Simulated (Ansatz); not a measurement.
**SVWN5/cc-pVDZ run of B2H2S2O (SMILES SB1OBS1)**

What is the vertical ionisation energy of B2H2S2O at SVWN5/cc-pVDZ? 

Program for the calculation: Ansatz 0.2.0.

67 further runs of the same task are left out: 67 set aside as unsound or not needed. Runs told in other sessions of the task aren't counted.

### 1 The system as given

The species is B2H2S2O (7 atoms), meant as a singlet with charge 0. As SMILES, `SB1OBS1`. The coordinates come from a PBE0-D4/def2-TZVP relaxation. This is one conformer, not always the lowest.

Bond lengths: S1–B2 1.781 Å, B2–O3 1.394 Å, O3–B4 1.387 Å, B2–S5 1.841 Å, B4–S5 1.832 Å, S1–H6 1.345 Å, B4–H7 1.189 Å. Angles: S1–B2–O3 127.3°, S1–B2–S5 130.2°, O3–B2–S5 102.6°, B2–O3–B4 89.7°, O3–B4–S5 103.3°, B2–S5–B4 64.5°, B2–S1–H6 94.6°, O3–B4–H7 125.5°, S5–B4–H7 131.2°.

### 2 A single-point energy at SVWN5/cc-pVDZ

input.yaml

```yaml
basis:
  gaussian:
    orbitals: cc-pVDZ
crystal:
  periodic: [false, false, false]
  atoms:
    - {symbol: S, position_ang: [-1.594700, 0.794600, 1.402500]}
    - {symbol: B, position_ang: [-0.211900, 0.312100, 0.389500]}
    - {symbol: O, position_ang: [-0.181400, -0.697300, -0.571400]}
    - {symbol: B, position_ang: [1.146800, -0.395600, -0.834200]}
    - {symbol: S, position_ang: [1.501400, 0.981700, 0.321000]}
    - {symbol: H, position_ang: [-2.432400, -0.120800, 0.882800]}
    - {symbol: H, position_ang: [1.833600, -0.942500, -1.636000]}
total_charge: 0
hamiltonian:
  xc: {name: SVWN5}
accuracy: high
output: {orbitals: {seedname: orbitals}}
```

Started as:

```bash
$ ansatz run input.yaml --threads 1 --pin off --max-ram 2610MiB --events-out events.jsonl --progress --plain --runs-dir runs
```

Standard output:

```text
Warning: RAYON_NUM_THREADS=1 ignored (pool sized by the plan → 1); use --threads N
Functional definition: SVWN5
  name "SVWN5"
  exchange = slater_x
  correlation = vwn5_c
2018 factors; integrals over basis functions are off by at most 3.3e-9 eV
mean field evaluation 1: about -24997.6334 eV, gradient 5.0e1 eV
mean field evaluation 2: about -24970.8341 eV, gradient 1.2e2 eV
mean field evaluation 4: about -25002.8561 eV, gradient 6.4e0 eV
mean field evaluation 8: about -25002.9662 eV, gradient 6.2e-1 eV
mean field evaluation 16: about -25002.9672 eV, gradient 7.2e-5 eV
mean field -25002.96719517 eV, -918.8420968028 hartree, gradient 4.0e-8 eV, S^2 0.000000; 0 other end points of the search recorded, 0 dependent functions left out
reference -25002.96719807 eV, -918.8420969093 hartree; 26, 26 occupied and 62, 62 virtual orbitals, 2018 factors
Total energy: -25002.96719807 eV, -918.8420969093 hartree
```

Wall time 4.5 s (1 thread of Arm Neoverse V2, shared host); peak memory 0.22 GiB.

### 3 The doublet cation, same level

Edit input.yaml of step 2 so:

```diff
@@ -1,4 +1 @@
-basis:
-  gaussian:
-    orbitals: cc-pVDZ
 crystal:
@@ -13,6 +10,12 @@
     - {symbol: H, position_ang: [1.833600, -0.942500, -1.636000]}
-total_charge: 0
+basis:
+  gaussian:
+    orbitals: cc-pVDZ
+magnetization:
+  spin_polarized: true
+  initial_magnetization: 1
+total_charge: 1
+accuracy: high
+output: {orbitals: {seedname: orbitals}}
 hamiltonian:
   xc: {name: SVWN5}
-accuracy: high
-output: {orbitals: {seedname: orbitals}}
```

Started as:

```bash
$ ansatz run input.yaml --threads 1 --pin off --max-ram 2610MiB --events-out events.jsonl --progress --plain --runs-dir runs
```

Standard output:

```text
Warning: RAYON_NUM_THREADS=1 ignored (pool sized by the plan → 1); use --threads N
[... 4 set-up lines as earlier in the session ...]
2018 factors; integrals over basis functions are off by at most 3.3e-9 eV
mean field evaluation 1: about -24977.6340 eV, gradient 5.9e1 eV
mean field evaluation 2: about -24767.6804 eV, gradient 1.6e2 eV
mean field evaluation 4: about -24986.0679 eV, gradient 3.3e1 eV
mean field evaluation 8: about -24993.1056 eV, gradient 1.6e0 eV
mean field evaluation 16: about -24993.1257 eV, gradient 1.7e-2 eV
mean field evaluation 32: about -24992.1316 eV, gradient 9.1e0 eV
mean field -24993.12569079 eV, -918.4804281873 hartree, gradient 1.8e-8 eV, S^2 0.752177; 5 other end points of the search recorded, 0 dependent functions left out
reference -24993.12569369 eV, -918.4804282940 hartree; 26, 25 occupied and 62, 63 virtual orbitals, 2018 factors
Total energy: -24993.12569369 eV, -918.4804282940 hartree
```

Wall time 11 s (1 thread of Arm Neoverse V2, shared host); peak memory 0.28 GiB.

### 4 What came out

At SVWN5/cc-pVDZ:

| quantity | value |
| --- | --- |
| singlet B2H2S2O: total energy | -918.84210 Eh |
| singlet B2H2S2O: HOMO energy | -6.68 eV |
| singlet B2H2S2O: LUMO energy | -2.36 eV |
| singlet B2H2S2O: HOMO–LUMO gap | 4.32 eV |
| doublet cation: total energy | -918.48043 Eh |
| doublet cation: HOMO energy (highest over α and β) | -13.28 eV |
| doublet cation: LUMO energy (lowest over α and β) | -12.94 eV |
| doublet cation: ⟨S²⟩ | 0.752 |
| vertical ionisation energy (to the doublet cation) | 9.842 eV |

In words: The vertical ionisation energy comes to 9.84 eV (950 kJ/mol). The negative HOMO energy of the first species, 6.68 eV, lies 3.16 eV below that difference.
